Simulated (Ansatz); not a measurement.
# C₅H₈AlFO₃: taking an electron away

One table from this session's results is given with a row withheld; the runs are named, their logs left out.

The runs use Ansatz 0.2.0, Gaussian basis; unrestricted cation, the program's frozen cores in correlated methods.

Levels to be run: UKS PBE-D4/def2-TZVPP; UKS r2SCAN-D4/def2-TZVPP; UKS PBE0-D4/def2-TZVPP; UKS B3LYP-D4/def2-TZVPP; UKS wB97X-V/def2-TZVPP; UKS wB97M-V/def2-TZVPP; UKS B2PLYP/def2-TZVPP; UHF-CCSD(T)/def2-TZVPP; UHF-MP2/def2-QZVPP; extrapolation to the limit; then −ε(HOMO) from the neutral's earlier runs with LDA (SPW92), PBE-D4, revPBE-D4, BLYP-D4, r2SCAN-D4, B97M-V, PBE0-D4, B3LYP-D4, r2SCANh-D4, r2SCAN0-D4, HSE06-D4, BHLYP-D4, CAM-B3LYP-D4, LC-ωPBE, ωB97X-V, ωB97M-V.

## The geometry

An earlier PBE0-D4 in a triple-zeta def2 set relaxation fixed the geometry.

SMILES `CC1=CC(C)=[O+][Al-]([OH])([F])[O]1`, 18 atoms, charge 0, spin multiplicity 1.

Atoms are counted from 1 here; the program's logs count them from 0.

Bond lengths: C1–C2 1.490 Å, C1–H11 1.093 Å, C1–H12 1.088 Å, C1–H13 1.093 Å, C2–C3 1.395 Å, C2–O10 1.275 Å, C3–C4 1.395 Å, C3–H14 1.080 Å, C4–C5 1.490 Å, C4–O6 1.275 Å, C5–H15 1.093 Å, C5–H16 1.088 Å, C5–H17 1.093 Å, O6–Al7 1.812 Å, Al7–O8 1.694 Å, Al7–F9 1.653 Å, Al7–O10 1.812 Å, O8–H18 0.953 Å. Angles: C2–C1–H11 108.8°, C2–C1–H12 112.5°, C2–C1–H13 109.1°, H11–C1–H12 109.6°, H11–C1–H13 106.9°, H12–C1–H13 109.8°, C1–C2–C3 120.7°, C1–C2–O10 115.6°, C3–C2–O10 123.8°, C2–C3–C4 123.0°, C2–C3–H14 118.5°, C4–C3–H14 118.5°, C3–C4–C5 120.7°, C3–C4–O6 123.7°, C5–C4–O6 115.6°, C4–C5–H15 109.1°, C4–C5–H16 112.5°, C4–C5–H17 108.8° and more.

Set-up of the first run:

File in.yaml:

```yaml
crystal:
  periodic: [false, false, false]
  atoms:
    - {symbol: C, position_ang: [2.022531, -1.262632, -1.317665]}
    - {symbol: C, position_ang: [1.058705, -0.507295, -0.468919]}
    - {symbol: C, position_ang: [-0.237610, -0.253673, -0.917058]}
    - {symbol: C, position_ang: [-1.186149, 0.427129, -0.153773]}
    - {symbol: C, position_ang: [-2.564864, 0.647278, -0.673921]}
    - {symbol: O, position_ang: [-0.956391, 0.893229, 1.010703]}
    - {symbol: Al, position_ang: [0.640197, 0.916333, 1.866990]}
    - {symbol: O, position_ang: [0.583483, 0.254588, 3.425000]}
    - {symbol: F, position_ang: [1.260425, 2.445244, 1.758409]}
    - {symbol: O, position_ang: [1.502529, -0.130547, 0.665700]}
    - {symbol: H, position_ang: [2.888624, -0.626809, -1.518388]}
    - {symbol: H, position_ang: [1.582786, -1.588285, -2.258187]}
    - {symbol: H, position_ang: [2.387012, -2.128659, -0.760112]}
    - {symbol: H, position_ang: [-0.524678, -0.613915, -1.893861]}
    - {symbol: H, position_ang: [-3.284778, 0.233998, 0.036452]}
    - {symbol: H, position_ang: [-2.716325, 0.200355, -1.654399]}
    - {symbol: H, position_ang: [-2.753555, 1.722545, -0.727895]}
    - {symbol: H, position_ang: [0.260356, -0.617483, 3.632826]}
basis:
  gaussian: {orbitals: def2-TZVPP}
total_charge: 1
magnetization: {spin_polarized: true, initial_magnetization: 1}
hamiltonian: {xc: pbe, dispersion: d4}
```

The run is started by

```console
$ ansatz run in.yaml --threads 4 --pin off --events-out ev --progress --plain --max-ram 66560MiB --backend cuda --devices 0, --max-vram 37GiB
```

Steps of the session up to this table: Cation, UKS PBE-D4/def2-TZVPP; Cation, UKS r2SCAN-D4/def2-TZVPP; Cation, UKS PBE0-D4/def2-TZVPP; Cation, UKS B3LYP-D4/def2-TZVPP; Cation, UKS wB97X-V/def2-TZVPP; Cation, UKS wB97M-V/def2-TZVPP; Cation, UKS B2PLYP (frozen core)/def2-TZVPP; Cation, UHF-CCSD(T)/def2-TZVPP; Cation, UHF-MP2/def2-QZVPP.

One of the session's tables, all rows but one given; the rest of the session is left out.

Orbital estimates, from the neutral's runs:

```
  functional  −ε(HOMO) (eV)
 LDA (SPW92)           6.78
      PBE-D4           6.56
   revPBE-D4           6.48
     BLYP-D4           6.43
   r2SCAN-D4           6.80
      B97M-V              ?
     PBE0-D4           7.72
    B3LYP-D4           7.52
  r2SCANh-D4           7.24
  r2SCAN0-D4           7.89
    HSE06-D4           7.32
    BHLYP-D4           8.74
CAM-B3LYP-D4           9.00
     LC-ωPBE          10.25
     ωB97X-V           9.93
     ωB97M-V           9.84
```

**Question.** Estimate the row for B97M-V.

The run gave: −ε(HOMO) (eV): 6.81. In the column «−ε(HOMO) (eV)» it lies between r2SCAN-D4 (6.80) and r2SCANh-D4 (7.24).
